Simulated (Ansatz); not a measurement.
# OSn: the cost of one run

Method: the levels named in each step, in Ansatz 0.2.0.

## (1) The structure to begin with

Bond lengths: O1–Sn2 1.804 Å.

Coordinates:

```xyz
2

O     0.0000    0.0000    0.0000
Sn    0.0000    0.0000    1.8037
```

## (2) A rough first relaxation, PBE-D4/def2-SVP

File input.yaml:

```yaml
crystal:
  periodic: [false, false, false]
  atoms:
    - { symbol: O, position_ang: [0.0, 0.0, 0.0] }
    - { symbol: Sn, position_ang: [0.0, 0.0, 1.8037] }
basis:
  gaussian: { orbitals: def2-SVP }
hamiltonian:
  xc: pbe
  dispersion: d4
relax:
  f_tol: 0.03
  max_steps: 200
```

The run is started by

```sh
$ ansatz run input.yaml --threads 2 --pin off --max-ram 5120MiB --backend cpu --events-out ev --progress --plain --runs-dir out
```

**Question.** How long does this run take on 2 threads of Arm Neoverse V1, shared host, and how much memory does it need?

About 1.8 s, with a peak of 0.087 GiB.
